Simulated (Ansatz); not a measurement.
# GeH8OSi2: the cost of one run

Program: Ansatz 0.2.0 through its Python package. Level of theory: r2SCAN0/cc-pVDZ. These are calculated values, not measurements.

### 1 Starting point

Bond lengths: O1–Ge2 1.747 Å, Ge2–Si3 2.293 Å, Si3–Si4 2.257 Å, O1–H5 0.985 Å, Ge2–H6 1.555 Å, Ge2–H7 1.572 Å, Si3–H8 1.418 Å, Si3–H9 1.536 Å, Si4–H10 1.408 Å, Si4–H11 1.524 Å, Si4–H12 1.452 Å. Angles (14 of 19 angles, heavy atoms first): O1–Ge2–Si3 107.1°, Ge2–Si3–Si4 110.1°, O1–Ge2–H6 110.9°, O1–Ge2–H7 110.6°, Si3–Ge2–H6 110.2°, Si3–Ge2–H7 109.1°, Ge2–O1–H5 108.7°, Ge2–Si3–H8 111.5°, Ge2–Si3–H9 108.5°, Si4–Si3–H8 111.4°, Si4–Si3–H9 107.8°, Si3–Si4–H10 109.9°, Si3–Si4–H11 104.1°, Si3–Si4–H12 109.1°.

No structure file is read: the coordinates are typed or built in the script.

### 2 The script

tae_geh8osi2.py reads:

```python
from collections import Counter

import ansatz


def energy(molecule, charge=0, unpaired=0):
    calc = molecule.calculation().basis(gaussian="cc-pVDZ").functional("r2scan0")
    if charge:
        calc = calc.charge(charge)
    if unpaired:
        calc = calc.spin("collinear", total=unpaired)
    return calc.run(threads=1).report["free_energy_ev"]

geometry_ang = [
    ("O", [-2.0837, 1.2063, -0.5026]),
    ("Ge", [-0.7736, 1.4784, 0.621]),
    ("Si", [0.2529, -0.5441, 0.9608]),
    ("Si", [1.0898, -1.3245, -0.9851]),
    ("H", [-1.7055, 0.9238, -1.3674]),
    ("H", [-1.3056, 2.0427, 1.9687]),
    ("H", [0.2697, 2.4891, 0.0213]),
    ("H", [-0.6281, -1.4816, 1.5567]),
    ("H", [1.4283, -0.3387, 1.9273]),
    ("H", [1.9643, -0.3745, -1.546]),
    ("H", [-0.1375, -1.5141, -1.8677]),
    ("H", [1.7061, -2.6181, -0.7528]),
]
system = ansatz.Crystal.molecule()
for symbol, xyz in geometry_ang:
    system = system.atom(symbol, xyz)

unpaired = {"O": 2, "Ge": 2, "Si": 2, "H": 1}
counts = Counter(site.symbol for site in system.cartesian_sites)
atom_energy = {s: energy(ansatz.Crystal.molecule().atom(s, (0, 0, 0)), 0, unpaired[s]) for s in counts}
whole = energy(system, 0, 0)
for s, e in atom_energy.items():
    print(f"{s:2s} x{counts[s]}  {e:14.5f} eV")
print(f"GeH8OSi2: {whole:.5f} eV")
split = sum(counts[s] * e for s, e in atom_energy.items()) - whole
print(f"atomisation energy (no zero-point term): {96.485332 * split:.1f} kJ/mol, {split / sum(counts.values()):.3f} eV an atom")
```

### 3 What the engine is handed

The engine receives this input (first run):

```yaml
crystal:
  periodic: [false, false, false]
  atoms:
    - { symbol: O, position_ang: [0.0, 0.0, 0.0] }
basis:
  gaussian:
    orbitals: cc-pVDZ
hamiltonian:
  xc: r2scan0
magnetization:
  spin_polarized: true
  initial_magnetization: 2.0
```

### 4 Launch

Started as:

```
$ python tae_geh8osi2.py
```

**Question.** How long does this script take on 1 thread of Arm Neoverse V1, shared host, and how much memory does it need?

About 14 s, with a peak of 0.37 GiB.
